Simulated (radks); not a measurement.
**Kr³⁺ in [Ar] 3d10 4s2 4p3: an all-electron calculation**

An exercise on one series of results from a longer session: the logs are not shown, and one member is left open.

Method: scalar-relativistic Kohn-Sham, PBE, spin-polarised, spherical densities, finite nucleus; open shells are filled with parallel spins first. Code: radks (a radial shooting solver on a logarithmic mesh, Libxc functionals) version 1.

### What is computed

| Property | Result |
| --- | --- |
| element | krypton (Z = 36) |
| charge | +3 |
| electrons | 33 |
| configuration | [Ar] 3d10 4s2 4p3 |
| nuclear rms radius | 4.1884 fm |

The outer shells:

Kr³⁺
```
[Ar] core
3d [↑↓][↑↓][↑↓][↑↓][↑↓]
4s [↑↓]
4p [↑ ][↑ ][↑ ]
```

Set-up of the first run:

Input:

```text
Z 36
configuration [Ar] 3d10 4s2 4p3
relativity scalar-relativistic
functional pbe,pbe
spin polarised
nucleus finite rms 4.1884 fm
c 137.035999084
```

Run with:

```bash
> python run_ks.py task.json out
```

The same process makes all the runs of this session.

One table of the session follows, with a row left open; its other results are not shown here.

It belongs to the step «Orbitals and density». From the orbitals of this run (lengths in bohr):

| level | <r> | outermost maximum (interpolated) | 90 % within | nodes |
| --- | --- | --- | --- | --- |
| 1s up | 0.04149 | 0.0271 | 0.0742 | 0 |
| 1s down | 0.04149 | 0.0271 | 0.0742 | 0 |
| 2s up | 0.1835 | 0.154 | 0.284 | 1 |
| 2s down | 0.1835 | 0.154 | 0.284 | 1 |
| 2p up | 0.1601 | 0.123 | 0.261 | 0 |
| 2p down | 0.1601 | 0.123 | 0.261 | 0 |
| 3s up | 0.5301 | 0.467 | 0.788 | 2 |
| 3s down | 0.5299 | 0.467 | 0.787 | 2 |
| 3p up | 0.5403 | 0.463 | 0.823 | 1 |
| 3p down | 0.5397 | 0.463 | 0.822 | 1 |
| 3d up | 0.5547 | 0.411 | 0.908 | 0 |
| 3d down | 0.5521 | 0.411 | 0.902 | 0 |
| 4s up | 1.465 | 1.31 | 2.13 | 3 |
| 4s down | 1.463 | 1.29 | 2.14 | 3 |
| 4p up | ? | ? | ? | ? |
| 4p down | 1.672 | 1.44 | 2.48 | 2 |

Q: Estimate the row for 4p up from the others.

**Answer.** <r>: 1.655; outermost maximum (interpolated): 1.45; 90 % within: 2.43; nodes: 2. In the column «<r>» it lies between 4s up (1.465) and 4p down (1.672).

To keep in mind: Open shells are spherical and high-spin; term and fine-structure splittings are not resolved.
